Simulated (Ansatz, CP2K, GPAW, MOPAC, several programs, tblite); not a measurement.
## What each method gives for PbS (Fm-3m)

PbS (started from an entry of an open crystallographic database), relaxed with r2SCAN+rVV10 in Ansatz, was computed with several methods. The symmetry is Fm-3m (No. 225, cubic); a = 5.941 Å in the conventional setting, 26.21 Å³ an atom. Pb has 6 S at 2.97 Å; S has 6 Pb at 2.97 Å. (Simulation; spin polarisation is off.)

```
Pb S
1.0
     0.00000    2.97057    2.97057
     2.97057    0.00000    2.97057
     2.97057    2.97057    0.00000
Pb S
1 1
Direct
  0.00000 0.00000 0.00000
  0.50000 0.50000 0.50000
```

Gaps and times are for a single point on this cell; volume and bulk modulus come from each method's own relaxation or energy curve at fixed shape. Times are rough, from shared hosts (Arm Neoverse V1), and each method has its own mesh and cell size. A dagger marks a closed or tiny gap in a crystal that DFT finds insulating: a failure of the method or a wrong SCF state. PM6 (MOPAC), PM7 (MOPAC), GFN1-xTB (tblite), GFN2-xTB (tblite) treat a cluster of cells at its zone centre, which samples few k points: where these miss a band edge, the gap comes out too large for that reason alone. Gaps from k meshes are read at a limited set of points (mesh, symmetry points, PBE's band edges), so each method's own least gap may be somewhat smaller. xTB and the PM methods were fitted mostly to molecules, and can miss a solid's gap by electronvolts. Minimal bases can be far off for gaps. GLLB-SC's gap includes the derivative discontinuity. d marks a direct gap, i an indirect one (no mark: not told apart), a dash a value that wasn't computed or didn't pass its checks.

```
                              method              kind  gap (eV)  own volume (Å³/atom)  bulk modulus (GPa)  atoms computed  processor time
light PBE (260 eV and a coarse mesh)  light plane-wave    0.41 d                     –                   –               2          0.71 s
                                 PBE         semilocal    0.38 d                     –                   –               2           1.8 s
                   GFN1-xTB (tblite)     tight binding     0.04†                     –                   –              64           2.2 s
              PBE/single zeta (GPAW)       small basis    0.33 d                     –                   –               2           3.3 s
                   GFN2-xTB (tblite)     tight binding      0.96                 24.76                  54              64           3.9 s
                      PBE/SZV (CP2K)       small basis    0.31 d                 24.87                  82               2             4 s
                              r2SCAN         semilocal    0.63 d                     –                   –               2             5 s
                         PM7 (MOPAC)    semi-empirical      7.02                     –                   –              64           7.6 s
                      GLLB-SC (GPAW)   model potential      1.06                     –                   –               2           8.8 s
                     PBE/DZVP (CP2K)       small basis    0.38 d                 27.03                  53               2           9.2 s
                         PM6 (MOPAC)    semi-empirical      3.02                     –                   –              64            11 s
```

Against r2SCAN (0.63 eV) and with closed or daggered gaps left aside, the nearest gap at the points sampled is that of light PBE (260 eV and a coarse mesh) (-0.22 eV) and the farthest that of PM7 (MOPAC) (+6.39 eV). r2SCAN is only a yardstick of convenience: semilocal gaps usually lie below measured ones, which GLLB-SC and hybrids aim to mend.

Spin-orbit coupling is left out; in compounds of Pb, Bi, Tl or Hg it can lower a gap by up to about 1 eV, split its edges or invert the bands.
